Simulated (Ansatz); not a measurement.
# ClGe2H5O: molecular dynamics

The plan is to follow the molecule's vibrations and see whether its bonds hold. The start is relaxed first. Runs: 300 steps of 0.5 fs at constant energy (fourth-order Milne integrator), with velocities drawn for 400 K. SMILES of the start: [OH][Ge@@H]([Cl])[GeH3].

Program: Ansatz 0.2.0. Level of theory: RHF/def2-SVP. These are calculated values, not measurements.

### Step 1. Starting point

Bond lengths: Ge1–Cl2 2.220 Å, Ge1–O3 1.770 Å, O3–H4 1.010 Å, Ge1–Ge5 2.398 Å, Ge5–H6 1.550 Å, Ge5–H7 1.550 Å, Ge5–H8 1.550 Å, Ge1–H9 1.549 Å. Angles: Cl2–Ge1–O3 109.4°, Cl2–Ge1–Ge5 109.5°, Cl2–Ge1–H9 109.5°, O3–Ge1–Ge5 109.5°, O3–Ge1–H9 109.5°, Ge5–Ge1–H9 109.5°, Ge1–O3–H4 109.5°, Ge1–Ge5–H6 109.5°, Ge1–Ge5–H7 109.5°, Ge1–Ge5–H8 109.5°, H6–Ge5–H7 109.4°, H6–Ge5–H8 109.4°, H7–Ge5–H8 109.4°.

As a file:

```xyz
9

Ge    0.0000    0.0000    0.0000
Cl    0.0000    0.0000    2.2200
O     1.6691    0.0000   -0.5894
H     1.9855   -0.9521   -0.7061
Ge   -1.1304    1.9584   -0.7992
H    -2.6003    1.6043   -1.1405
H    -1.1048    3.0541    0.2968
H    -0.4177    2.4843   -2.0712
H    -0.7300   -1.2648   -0.5162
```

### Step 2. Preparing the start

input.yaml

```yaml
crystal:
  periodic: [false, false, false]
  atoms:
    - { symbol: Ge, position_ang: [0.0, 0.0, 0.0] }
    - { symbol: Cl, position_ang: [0.0, 0.0, 2.22] }
    - { symbol: O, position_ang: [1.6691, 0.0, -0.5894] }
    - { symbol: H, position_ang: [1.9855, -0.9521, -0.7061] }
    - { symbol: Ge, position_ang: [-1.1304, 1.9584, -0.7992] }
    - { symbol: H, position_ang: [-2.6003, 1.6043, -1.1405] }
    - { symbol: H, position_ang: [-1.1048, 3.0541, 0.2968] }
    - { symbol: H, position_ang: [-0.4177, 2.4843, -2.0712] }
    - { symbol: H, position_ang: [-0.73, -1.2648, -0.5162] }
basis:
  gaussian: { orbitals: def2-SVP }
hamiltonian:
  xc: hf
relax:
  f_tol: 0.02
  max_steps: 40
```

The run is started by

```
> ansatz run input.yaml --threads 2 --pin off --max-ram 3072MiB --backend cpu --events-out ev --progress --plain --runs-dir out
```

Further steps of the session: The run.

Before running it: what results should come out? Wanted: relaxation of the start; temperature, first and last step; temperature, second half; potential energy, second half; largest change of the total energy; bonds formed or broken.

The runs gave:

| quantity | value |
| --- | --- |
| relaxation of the start | 13 moves, 0.270 eV lower |
| length | 300 steps of 0.5 fs |
| temperature, first and last step | 400 and 178 K |
| temperature, second half | mean 194 K, from 62 to 313 K |
| potential energy, second half | +21 meV/atom from the start |
| largest change of the total energy | 0.01 meV/atom |
| bonds formed or broken | 0 |

**Reading.** The temperature starts at 400 K and averages 194 K in the second half, where it ranges from 62 to 313 K. About half is expected from a start at a minimum: kinetic energy passes into potential energy until both shares match. The total energy strays from its start by at most 0.01 meV/atom, under 0.1 % of the mean kinetic energy, which is good for a step of 0.5 fs. The bonds all hold. Averages from a run of 150 fs with 9 atoms are rough. The nuclei move classically, without zero-point motion, which matters most for hydrogen.
